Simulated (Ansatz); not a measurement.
# Cl4H2O2W: basis-set convergence

An exercise on one series of results from a longer session: the logs are not shown, and one member is left open.

Program: Ansatz 0.2.0, Gaussian basis. Level of theory: one geometry, several basis sets. These are calculated values, not measurements.

Levels to be run: PBE0-D4/def2-SVP; ωB97M-V/def2-SVP; PBE0-D4/def2-QZVPP; ωB97M-V/def2-QZVPP; the functionals' def2-TZVPP values are taken from earlier runs.

**Structure used throughout**

The geometry comes from an earlier relaxation with PBE0-D4 in a triple-zeta def2 set; it is a stationary point, not always the lowest conformer. W takes the def2 core potential; no spin-orbit term is included.

9 atoms, charge 0, spin multiplicity 1.

Atoms are counted from 1 here; the program's logs count them from 0.

Bond lengths: O1–W2 1.844 Å, O1–H8 0.962 Å, W2–O3 1.844 Å, W2–Cl4 2.388 Å, W2–Cl5 2.311 Å, W2–Cl6 2.280 Å, W2–Cl7 2.311 Å, O3–H9 0.962 Å. Angles: W2–O1–H8 130.6°, O1–W2–O3 162.6°, O1–W2–Cl4 81.3°, O1–W2–Cl5 90.3°, O1–W2–Cl6 98.7°, O1–W2–Cl7 90.3°, O3–W2–Cl4 81.3°, O3–W2–Cl5 90.3°, O3–W2–Cl6 98.7°, O3–W2–Cl7 90.3°, Cl4–W2–Cl5 91.9°, Cl4–W2–Cl6 180.0°, Cl4–W2–Cl7 91.9°, Cl5–W2–Cl6 88.1°, Cl5–W2–Cl7 176.2°, Cl6–W2–Cl7 88.1°, W2–O3–H9 130.6°.

Set-up of the first run:

File in.yaml:

```yaml
crystal:
  periodic: [false, false, false]
  atoms:
    - {symbol: O, position_ang: [-1.701029, -0.575832, 0.311480]}
    - {symbol: W, position_ang: [-0.041489, 0.219863, 0.200403]}
    - {symbol: O, position_ang: [1.695161, 0.606751, -0.283198]}
    - {symbol: Cl, position_ang: [0.288648, -1.529032, -1.391988]}
    - {symbol: Cl, position_ang: [-0.827962, 1.659762, -1.427809]}
    - {symbol: Cl, position_ang: [-0.356686, 1.889725, 1.720839]}
    - {symbol: Cl, position_ang: [0.723550, -1.106458, 1.931951]}
    - {symbol: H, position_ang: [-2.060995, -1.338366, -0.150747]}
    - {symbol: H, position_ang: [2.280811, 0.173577, -0.910941]}
basis:
  gaussian: {orbitals: def2-SVP}
hamiltonian: {xc: pbe0, dispersion: d4}
output: {orbitals: {seedname: orbitals}}
```

Started as:

```bash
ansatz run in.yaml --threads 2 --pin off --events-out ev --progress --plain --max-ram 20480MiB --backend cpu
```

Steps of the session up to this table: PBE0-D4 in def2-SVP; ωB97M-V in def2-SVP; PBE0-D4 in def2-QZVPP; ωB97M-V in def2-QZVPP.

One of the session's tables, all rows but one given; the rest of the session is left out.

It belongs to the step «Density functionals: the series». 

| functional | basis | HOMO (eV) | LUMO (eV) |
| --- | --- | --- | --- |
| PBE0-D4 | def2-SVP | -8.67 | -4.80 |
| PBE0-D4 | def2-TZVPP | ? | ? |
| PBE0-D4 | def2-QZVPP | -8.69 | -4.77 |
| ωB97M-V | def2-SVP | -10.80 | -2.90 |
| ωB97M-V | def2-TZVPP | -10.85 | -2.87 |
| ωB97M-V | def2-QZVPP | -10.88 | -2.92 |

Estimate the missing values for PBE0-D4, def2-TZVPP.

The run gave: HOMO (eV): -8.67; LUMO (eV): -4.74.
